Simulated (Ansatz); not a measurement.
# AsH+ (quartet): wave-function methods side by side at distance As1–H2 = 1.641 Å, cc-pVQZ

One table from this session's results is given with a row withheld; the runs are named, their logs left out.

Program: Ansatz 0.2.0, Gaussian basis. Level of theory: cc-pVQZ, core rule «outside noble gas», up to 14 orbitals frozen. These are calculated values, not measurements.

To be run: UHF; CCSD(T) on ROHF; CCSD(T) on UHF; BCCD(T) on ROHF; CCSDT(Q) on ROHF; CCSDT(Q) on UHF; CASSCF and MRCISD+Q, 5 electrons in 5 orbitals; CASSCF and NEVPT2, 5 electrons in 5 orbitals.

11 further runs of the same task are left out: 11 that didn't finish.

**The geometry**

The geometry derives from a PBE0/def2-TZVP stationary point (not a proven minimum). One bond is set to the value named and the two fragments are kept rigid. No spin-orbit coupling is included. The filled d shell of As may be among the frozen orbitals whatever the setting's name suggests; the logs give the count.

2 atoms, charge 1, spin multiplicity 4.

Atoms are counted from 1 here; the program's logs count them from 0.

Bond lengths: As1–H2 1.641 Å.

The first run:

Input file in.yaml:

```yaml
crystal:
  periodic: [false, false, false]
  atoms:
    - {symbol: As, position_ang: [0.000000, 0.000000, 0.000000]}
    - {symbol: H, position_ang: [0.000000, 0.000000, 1.641400]}
basis:
  gaussian: {orbitals: cc-pVQZ}
total_charge: 1
magnetization: {spin_polarized: true, initial_magnetization: 3}
hamiltonian: {xc: hf}
output: {orbitals: {seedname: orbitals}}
```

Started as:

```
$ ansatz run in.yaml --threads 1 --pin off --events-out ev --progress --plain --max-ram 3968MiB --backend cpu
```

Steps of the session up to this table: UHF; CCSD(T) on ROHF; CCSD(T) on UHF; BCCD(T) on ROHF; CCSDT(Q) on ROHF; CCSDT(Q) on UHF; CASSCF and MRCISD+Q, 5 electrons in 5 orbitals; CASSCF and NEVPT2, 5 electrons in 5 orbitals.

One table of the session follows, with a row left open; its other results are not shown here.

It belongs to the step «Misses and costs». 

| method | from RCCSDT(Q) (kcal/mol) |
| --- | --- |
| ROHF | +59.95 |
| UHF | +56.79 |
| RMP2 | +11.59 |
| UMP2 | +12.00 |
| RCCSD | +2.43 |
| UCCSD | +1.87 |
| RCCSD(T) | ? |
| UCCSD(T) | -0.05 |
| BCCD(T) | +0.43 |
| RCCSDT | +0.05 |
| UCCSDT | -0.43 |
| RCCSDT(Q) | 0 |
| UCCSDT(Q) | -0.48 |
| CASSCF valence | +46.04 |
| NEVPT2 valence | +10.13 |
| MRCISD valence | +2.56 |
| MRCISD+Q valence | +0.80 |

Q: Estimate the row for RCCSD(T) from the others.

The run gave: from RCCSDT(Q) (kcal/mol): +0.42. In the column «from RCCSDT(Q) (kcal/mol)» it lies between RCCSDT (+0.05) and BCCD(T) (+0.43).

Caveats from the session: Restricted and unrestricted rows rest on different reference determinants; where their highest levels disagree by more than a few hundredths of an eV, they describe different states and don't form one ladder.
